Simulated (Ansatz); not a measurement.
# TiSi2: the cost of one run

Computed with Ansatz 0.2.0 (DFT PBEsol, scalar-relativistic, plane waves, PAW, unless a step's input says otherwise).

17 further runs of the same task are left out: 1 that didn't finish, 16 set aside as unsound or not needed.

## 1. The system as given

Symmetry: Cmcm, No. 63, orthorhombic system. The conventional cell has a = 3.517 Å, b = 13.348 Å, c = 3.555 Å, α = 90.00°, β = 90.00°, γ = 90.00°. Around Ti (site symmetry m2m) lie 10 Si at 2.56 to 2.79 Å. Si (site symmetry m2m) has 2 Si at 2.39 Å and 6 Ti at 2.56 to 2.79 Å as nearest neighbours. Si (site symmetry m2m) has 4 Si at 2.50 Å and 4 Ti at 2.64 to 2.65 Å as nearest neighbours.

As a file:

```
CELL_PARAMETERS angstrom
1.75836 -6.67410 0.00000
1.75836 6.67410 0.00000
0.00000 0.00000 3.55541
ATOMIC_POSITIONS crystal
Ti 0.89751 0.10249 0.75000
Ti 0.10249 0.89751 0.25000
Si 0.55998 0.44002 0.75000
Si 0.44002 0.55998 0.25000
Si 0.24972 0.75028 0.75000
Si 0.75028 0.24972 0.25000
```

It goes back to an entry of the Materials Project, which need not be the stable form.

This cell was relaxed beforehand with the same method: volume 13.91 Å³/atom, gap on the mesh none (metal).

## 2. What is varied

The energy is mapped over volume and the cell's shape.

First coordinate, volume per atom: 7 values from 12.795 to 15.021 Å³. Second coordinate, stretch along b over the lengths across it, relative to the relaxed cell: 7 values from 0.923 to 1.083.

Nothing else is relaxed (fractional coordinates fixed). Energies count from the relaxed crystal. Points are written as (first, second).

## 3. Grid point (13.166 Å³, 0.974)

Contents of input.yaml:

```yaml
crystal:
  lattice:
    - [1.7419770728, -6.4373685908, 0.0]
    - [1.7419770728, 6.4373685908, 0.0]
    - [0.0, 0.0, 3.5222833845]
  atoms:
    - { symbol: Ti, position: [0.8975108623, 0.1024891377, 0.75] }
    - { symbol: Ti, position: [0.1024891377, 0.8975108623, 0.25] }
    - { symbol: Si, position: [0.5599809709, 0.4400190291, 0.75] }
    - { symbol: Si, position: [0.4400190291, 0.5599809709, 0.25] }
    - { symbol: Si, position: [0.2497198722, 0.7502801278, 0.75] }
    - { symbol: Si, position: [0.7502801278, 0.2497198722, 0.25] }
basis:
  ecutwfc: 520.0
kpoints:
  mp_grid: { grid: [14, 14, 12] }
hamiltonian:
  xc: pbesol
  pseudopotentials: { kind: paw, azcp: { folder: soft_1 } }
scf:
  occupations: { method: gaussian, width: 0.15 }
output:
  forces: true
  stress: true
  eigenvalues: true
```

The run is started by

```sh
ansatz run input.yaml --threads 4 --pin off --max-ram 8192MiB --backend cpu --events-out ev --progress --plain --runs-dir out
```

What time and memory should one allow on 4 threads of Arm Neoverse N1, shared host?

About 30 s, with a peak of 1 GiB.
